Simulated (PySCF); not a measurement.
**NaI⁺ with other numerical set-ups**

Which parts of the numerical set-up matter for NaI⁺? Each run edits the base script.

Method: method and basis as typed in the scripts; program: PySCF 2.14.0.

5 further runs of the same task are left out: 5 that didn't finish.

### 1 The starting structure

NaI⁺: 2 atoms, charge 1, spin multiplicity 2.

Bond lengths: Na1–I2 2.776 Å.

### 2 Base script

Input file input.py:

```python
from pyscf import gto, scf, mcscf, mrpt

mol = gto.M(
    atom='Na 0 0 0; I 0 0 2.776',
    basis='lanl2dz',
    ecp={'Na': 'lanl2dz', 'I': 'lanl2dz'},
    charge=1,
    spin=1,
    verbose=3,
)
mf = scf.ROHF(mol)
mf.kernel()
mc = mcscf.CASSCF(mf, 8, 7)
mc.kernel()
mc.analyze()
mrpt.NEVPT(mc).kernel()
mf.dip_moment()
print('orbital energies (hartree):', mf.mo_energy[..., max(0, mol.nelec[1]-3):mol.nelec[0]+3].round(4))
```

Command:

```bash
$ OMP_NUM_THREADS=1 python input.py
```

The log of this run is left out.

Base result: E(SCF) = -11.154759 Eh, E(CAS) − E(SCF) = -0.01288 Eh, NEVPT2 = -0.00054 Eh.

The bond length is a typed value, not an optimised one. The dipole of an ion depends on the origin.

### 3 Cartesian functions on

Variant 1 changes Cartesian functions: off → on.

Input file input.py:

```python
from pyscf import gto, scf, mcscf, mrpt

mol = gto.M(
    atom='Na 0 0 0; I 0 0 2.776',
    basis='lanl2dz',
    ecp={'Na': 'lanl2dz', 'I': 'lanl2dz'},
    charge=1,
    spin=1,
    cart=True,
    verbose=3,
)
mf = scf.ROHF(mol)
mf.kernel()
mc = mcscf.CASSCF(mf, 8, 7)
mc.kernel()
mc.analyze()
mrpt.NEVPT(mc).kernel()
mf.dip_moment()
print('orbital energies (hartree):', mf.mo_energy[..., max(0, mol.nelec[1]-3):mol.nelec[0]+3].round(4))
```

Command:

```bash
$ OMP_NUM_THREADS=1 python input.py
```

### 4 X2c-svpall (core potential off, X2C on)

Variant 2 changes basis set: lanl2dz → x2c-svpall; core potential: on → off; spin-free X2C: off → on. The core potential changes with it: totals don't compare.

input.py, as its differences from that of step 2:

```diff
@@ -4,4 +4,3 @@
     atom='Na 0 0 0; I 0 0 2.776',
-    basis='lanl2dz',
-    ecp={'Na': 'lanl2dz', 'I': 'lanl2dz'},
+    basis='x2c-svpall',
     charge=1,
@@ -11,2 +10,3 @@
 mf = scf.ROHF(mol)
+mf = mf.sfx2c1e()
 mf.kernel()
```

Before running it: what results should come out? Wanted: for each run, E(SCF); from base; after the SCF.

The runs gave:

| run | E(SCF) (hartree) | from base (eV) | functions | after the SCF |
| --- | --- | --- | --- | --- |
| base | -11.154759 | 0 | 16 | NEVPT2 correlation -0.365 eV (from the SCF energy, the CASSCF gain included) |
| Cartesian functions on | -11.154759 | 0.0000 | n/a | NEVPT2 correlation -0.365 eV (from the SCF energy, the CASSCF gain included) |
| x2c-svpall (core potential off, X2C on) | -7273.898529 | not comparable | 51 | NEVPT2 correlation -2.890 eV (from the SCF energy, the CASSCF gain included) |

In words: The SCF energy stays the same, to the digits that matter, with Cartesian functions on.
